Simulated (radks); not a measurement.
# Spin polarisation of the 4f shell in Tb³⁺

One table from this session's results is given with a row withheld; the runs are named, their logs left out.

Program: radks (a radial shooting solver on a logarithmic mesh, Libxc functionals) version 1. Level of theory: scalar-relativistic Kohn-Sham, r2SCAN, spin-polarised, spherical densities, finite nucleus. These are calculated values, not measurements, unless marked.

## Starting point

* element: terbium (Z = 65)
* charge: +3
* electrons: 62
* configuration: [Xe] 4f(up 4, down 4)
* nuclear rms radius: 5.06 fm

A shell typed twice in an input gives spin up, then spin down.

The first run:

The run's settings:

```text
Z 65
configuration [Xe] 4f4 4f4
relativity scalar-relativistic
functional r2scan,r2scan
spin polarised
nucleus finite rms 5.06 fm
c 137.035999084
```

Steps of the session up to this table: No moment.

One of the session's tables, all rows but one given; the rest of the session is left out.

It belongs to the step «No moment». Sizes of the orbitals, from the radial functions (bohr):

```
level     <r>  outermost maximum (interpolated)  90 % within  nodes
   3p  0.2378                             0.216        0.356      1
   3d  0.2166                             0.177        0.337      0
   4s       ?                                 ?            ?      ?
   4p  0.5727                             0.527        0.832      2
   4d  0.6218                             0.546        0.933      1
   5s   1.303                              1.17         1.87      4
   5p   1.499                              1.32         2.18      3
   4f  0.8258                             0.551         1.41      0
```

Q: Estimate the row for 4s from the others.

The run gave: <r>: 0.5411; outermost maximum (interpolated): 0.505; 90 % within: 0.776; nodes: 3. In the column «<r>» it lies between 3p (0.2378) and 4p (0.5727).
